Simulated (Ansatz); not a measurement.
**C₂H₃FSe: one species, many methods**

One table from this session's results is given with a row withheld; the runs are named, their logs left out.

Method: functionals in def2-TZVPP, the program's frozen cores in correlated methods; program: Ansatz 0.2.0, Gaussian basis.

Levels to be run: LDA (SPW92), PBE-D4, revPBE-D4, BLYP-D4, r2SCAN-D4, B97M-V, PBE0-D4, B3LYP-D4, r2SCANh-D4, r2SCAN0-D4, HSE06-D4, BHLYP-D4, CAM-B3LYP-D4, LC-ωPBE, ωB97X-V, ωB97M-V, B2PLYP, PBE-QIDH; CCSD(T)/def2-SVP; CCSD(T)/def2-TZVPP; MP2/def2-QZVPP; extrapolation to the limit; RPA on PBE.

## Structure used throughout

The geometry comes from an earlier relaxation with PBE0-D4 in a triple-zeta def2 set; it is a stationary point, not always the lowest conformer.

SMILES `C=C(F)[SeH]`, 7 atoms, charge 0, spin multiplicity 1.

Atoms are counted from 1 here; the program's logs count them from 0.

Bond lengths: C1–C2 1.321 Å, C1–H5 1.083 Å, C1–H6 1.080 Å, C2–F3 1.336 Å, C2–Se4 1.898 Å, Se4–H7 1.470 Å. Angles: C2–C1–H5 120.2°, C2–C1–H6 120.2°, H5–C1–H6 119.5°, C1–C2–F3 121.1°, C1–C2–Se4 124.7°, F3–C2–Se4 114.1°, C2–Se4–H7 94.0°.

Coordinates:

```xyz
7
C2H3FSe
C     0.24202   -0.02233    1.13617
C    -0.21313    0.18287   -0.08684
F    -1.46793    0.59020   -0.29635
Se    0.83679    0.06175   -1.66392
H    -0.38586    0.18473    1.99380
H     1.24313   -0.39691    1.28782
H    -0.19392   -0.66831   -2.41640
```

Set-up of the first run:

Input file in.yaml:

```yaml
crystal:
  periodic: [false, false, false]
  atoms:
    - {symbol: C, position_ang: [0.242016, -0.022325, 1.136170]}
    - {symbol: C, position_ang: [-0.213130, 0.182869, -0.086838]}
    - {symbol: F, position_ang: [-1.467928, 0.590204, -0.296345]}
    - {symbol: Se, position_ang: [0.836793, 0.061748, -1.663918]}
    - {symbol: H, position_ang: [-0.385861, 0.184731, 1.993804]}
    - {symbol: H, position_ang: [1.243130, -0.396912, 1.287822]}
    - {symbol: H, position_ang: [-0.193920, -0.668314, -2.416396]}
basis:
  gaussian: {orbitals: def2-TZVPP}
hamiltonian: {xc: lda}
output: {orbitals: {seedname: orbitals}}
```

Steps of the session up to this table: LDA; PBE-D4 (GGA); revPBE-D4 (GGA); BLYP-D4 (GGA); r2SCAN-D4 (meta-GGA); B97M-V (meta-GGA); PBE0-D4 (hybrid); B3LYP-D4 (hybrid); r2SCANh-D4 (hybrid); r2SCAN0-D4 (hybrid); HSE06-D4 (hybrid); BHLYP-D4 (hybrid); CAM-B3LYP-D4 (range-separated); LC-ωPBE (range-separated); ωB97X-V (range-separated); ωB97M-V (range-separated); B2PLYP (double hybrid); PBE-QIDH (double hybrid).

One table of the session follows, with a row left open; its other results are not shown here.

It belongs to the step «Orbital energies across the functionals». 

| functional | HOMO (eV) | gap (eV) |
| --- | --- | --- |
| LDA (SPW92) | -5.97 | 4.42 |
| PBE-D4 | ? | ? |
| revPBE-D4 | -5.74 | 4.47 |
| BLYP-D4 | -5.64 | 4.39 |
| r2SCAN-D4 | -6.04 | 4.89 |
| B97M-V | -6.09 | 4.97 |
| PBE0-D4 | -6.94 | 6.52 |
| B3LYP-D4 | -6.71 | 6.05 |
| r2SCANh-D4 | -6.46 | 5.66 |
| r2SCAN0-D4 | -7.10 | 6.80 |
| HSE06-D4 | -6.54 | 5.74 |
| BHLYP-D4 | -7.92 | 8.50 |
| CAM-B3LYP-D4 | -8.23 | 8.91 |
| LC-ωPBE | -9.58 | 11.47 |
| ωB97X-V | -9.21 | 10.99 |
| ωB97M-V | -9.09 | 10.72 |

Estimate the missing values for PBE-D4.

**Answer.** HOMO (eV): -5.80; gap (eV): 4.45. In the column «HOMO (eV)» it lies between LDA (SPW92) (-5.97) and revPBE-D4 (-5.74).
